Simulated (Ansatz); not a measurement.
# GaP (zincblende type): the cost of one run

Computed with Ansatz 0.2.0 (DFT, PBE, all-electron LAPW, scalar-relativistic, unless a step's input says otherwise).

### Step 1. The starting structure

Symmetry: F-43m, No. 216, cubic system. The conventional cell has a = 5.506 Å, b = 5.506 Å, c = 5.506 Å, α = 90.00°, β = 90.00°, γ = 90.00°. Around Ga (site symmetry -43m) lie 4 P at 2.38 Å. Around P (site symmetry -43m) lie 4 Ga at 2.38 Å.

Structure file:

```cif
data_structure
_symmetry_space_group_name_H-M 'P 1'
_symmetry_Int_Tables_number 1
_cell_length_a 3.8933
_cell_length_b 5.5060
_cell_length_c 3.8933
_cell_angle_alpha 90.000
_cell_angle_beta 90.000
_cell_angle_gamma 90.000
_cell_volume 83.46
loop_
_atom_site_label
_atom_site_type_symbol
_atom_site_fract_x
_atom_site_fract_y
_atom_site_fract_z
_atom_site_occupancy
Ga1 Ga 0.00000 0.00000 0.00000 1
Ga2 Ga 0.50000 0.50000 0.50000 1
P1 P 0.00000 0.25000 0.50000 1
P2 P 0.50000 0.75000 0.00000 1
```

Atoms are numbered in the order of the input: Ga1, Ga2, P3, P4.

### Step 2. Bulk in the slab's orientation, LAPW

The input, input.yaml:

```yaml
crystal:
  lattice:
    - [-2.7529909726, 2.7529909726, 0.0]
    - [0.0, 0.0, 5.5059819451]
    - [2.7529909726, 2.7529909726, 0.0]
  atoms:
    - { symbol: Ga, position: [0.0, 0.0, 0.0] }
    - { symbol: Ga, position: [0.5, 0.5, 0.5] }
    - { symbol: P, position: [0.0, 0.25, 0.5] }
    - { symbol: P, position: [0.5, 0.75, 0.0] }
kpoints:
  mp_grid: { grid: [8, 6, 8] }
scf:
  occupations: { method: fermi_dirac, width: 0.02 }
hamiltonian:
  xc: pbe
  pseudopotentials: { kind: all_electron, lapw: { basis_error: 0.001 } }
output:
  forces: true
  stress: true
  eigenvalues: true
```

Run with:

```sh
> ansatz run input.yaml --threads 1 --pin off --max-ram 3584MiB --backend cpu --events-out ev --progress --plain --runs-dir out
```

**Question.** How long does this run take on 1 thread of Intel Xeon Platinum 8488C (Sapphire Rapids), shared host, and how much memory does it need?

About 55 s, with a peak of 0.55 GiB.
